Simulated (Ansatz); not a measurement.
# EuYS3: the cost of one run

Program: Ansatz 0.2.0. Level of theory: DFT PBE, scalar-relativistic, plane waves, PAW. These are calculated values, not measurements.

## (1) The starting structure

It takes space group Pm-3m (No. 221, cubic). Conventional cell: a = 4.497 Å, b = 4.497 Å, c = 4.497 Å, α = 90.00°, β = 90.00°, γ = 90.00°. Around Y (site symmetry m-3m) lie 6 S at 2.25 Å. Around Eu (site symmetry m-3m) lie 12 S at 3.18 Å. S (site symmetry 4/mmm) has 2 Y at 2.25 Å and 4 Eu at 3.18 Å as nearest neighbours.

Structure file:

```cif
data_structure
_symmetry_space_group_name_H-M 'P 1'
_symmetry_Int_Tables_number 1
_cell_length_a 4.4975
_cell_length_b 4.4975
_cell_length_c 4.4975
_cell_angle_alpha 90.000
_cell_angle_beta 90.000
_cell_angle_gamma 90.000
_cell_volume 90.97
loop_
_atom_site_label
_atom_site_type_symbol
_atom_site_fract_x
_atom_site_fract_y
_atom_site_fract_z
_atom_site_occupancy
Y1 Y 0.00000 0.00000 0.00000 1
Eu1 Eu 0.50000 0.50000 0.50000 1
S1 S 0.50000 0.00000 0.00000 1
S2 S 0.00000 0.50000 0.00000 1
S3 S 0.00000 0.00000 0.50000 1
```

A structure generator made this guess: random cell by space group and Wyckoff sites (Pm-3m, No. 221). Its size is a rough estimate.

## (2) The guess as it stands, on a coarse mesh

input.yaml

```yaml
crystal:
  lattice:
    - [4.49747554, 0.0, 0.0]
    - [0.0, 4.49747554, 0.0]
    - [0.0, 0.0, 4.49747554]
  atoms:
    - { symbol: "Y", position: [0.0, 0.0, 0.0] }
    - { symbol: Eu, position: [0.5, 0.5, 0.5], spin: 7.0 }
    - { symbol: S, position: [0.5, 0.0, 0.0] }
    - { symbol: S, position: [0.0, 0.5, 0.0] }
    - { symbol: S, position: [0.0, 0.0, 0.5] }
basis:
  ecutwfc: 420
kpoints:
  mp_grid: { grid: [4, 4, 4] }
hamiltonian:
  xc: pbe
scf:
  occupations: { method: gaussian, width: 0.1 }
  lower_state_search: "off"
output:
  forces: true
  stress: true
  eigenvalues: true
  populations: true
magnetization:
  spin_polarized: true
```

Run with:

```bash
$ ansatz run input.yaml --threads 1 --pin off --max-ram 2048MiB --backend cpu --events-out ev --progress --plain --runs-dir out
```

What time and memory should one allow on 1 thread of Arm Neoverse V1, shared host?

About 11 s, with a peak of 0.38 GiB.
